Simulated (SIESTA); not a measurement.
Crystal: AlCu3.

```xyz
8
Lattice="5.1379 0.0000 0.0000 -2.5690 4.4496 0.0000 0.0000 0.0000 4.2061" Properties=species:S:1:pos:R:3 pbc="T T T"
Cu    0.0000    1.4731    1.0515
Cu   -1.2932    3.7130    1.0515
Cu    1.2932    3.7130    1.0515
Cu    2.5690    2.9765    3.1546
Cu    3.8622    0.7365    3.1546
Cu    1.2757    0.7365    3.1546
Al    0.0000    2.9664    3.1546
Al    2.5690    1.4832    1.0515
```

The cell comes from a database or a generator and needn't be the stable form of this composition.

```yaml
Program: SIESTA 5.4.2
Task: single point
Functional: PBEsol
Potentials_or_basis: PseudoDojo 0.4 standard (PBEsol files)
Basis: DZP (energy shift 0.003 Ry; two zetas on semicore shells)
Grid_cutoff: 800 Ry
Energy_shift: 0.003 Ry
k_mesh: 6 × 6 × 6
Occupations: fermi-dirac, width 0.05 eV
Spin: no spin polarisation
```

On this cell: pressure -1.1 GPa; largest force 0.070 eV/Å; band gap on the k mesh none (metal or under the smearing width).

The same run follows on a disturbed copy (atoms moved at random, drawn with an rms of 0.05 Å):

```
CELL_PARAMETERS angstrom
5.13792 0.00000 0.00000
-2.56896 4.44957 0.00000
0.00000 0.00000 4.20614
ATOMIC_POSITIONS crystal
Cu 0.16782 0.34373 0.24358
Cu 0.16374 0.83800 0.24157
Cu 0.66595 0.82898 0.25130
Cu 0.83043 0.66986 0.74489
Cu 0.83618 0.17313 0.74242
Cu 0.32800 0.16624 0.74737
Al 0.32342 0.66856 0.75498
Al 0.67246 0.33598 0.24807
```

Question: What changes?

Answer: The energy (extrapolated to zero smearing) moves by +5.2 meV/atom; pressure -0.9 GPa; largest force 0.510 eV/Å; band gap on the k mesh none (metal or under the smearing width).

Forces in eV/Å, atoms in the order of the input:
```
Cu   0.161 -0.459  0.153
Cu  -0.071  0.245  0.228
Cu  -0.009  0.331 -0.090
Cu  -0.141  0.131  0.067
Cu   0.035 -0.347  0.126
Cu  -0.047  0.084 -0.086
Al   0.277  0.157 -0.296
Al  -0.205 -0.143 -0.104
```

Stress tensor (GPa, compression positive):
```
-0.65 -0.48  0.06
-0.48 -0.64 -0.06
 0.06 -0.06 -1.36
```

Caveats: short orbitals over semicore shells can move pressures by several GPa; the basis of atomic orbitals isn't converged, which shifts pressures, moduli and gaps.
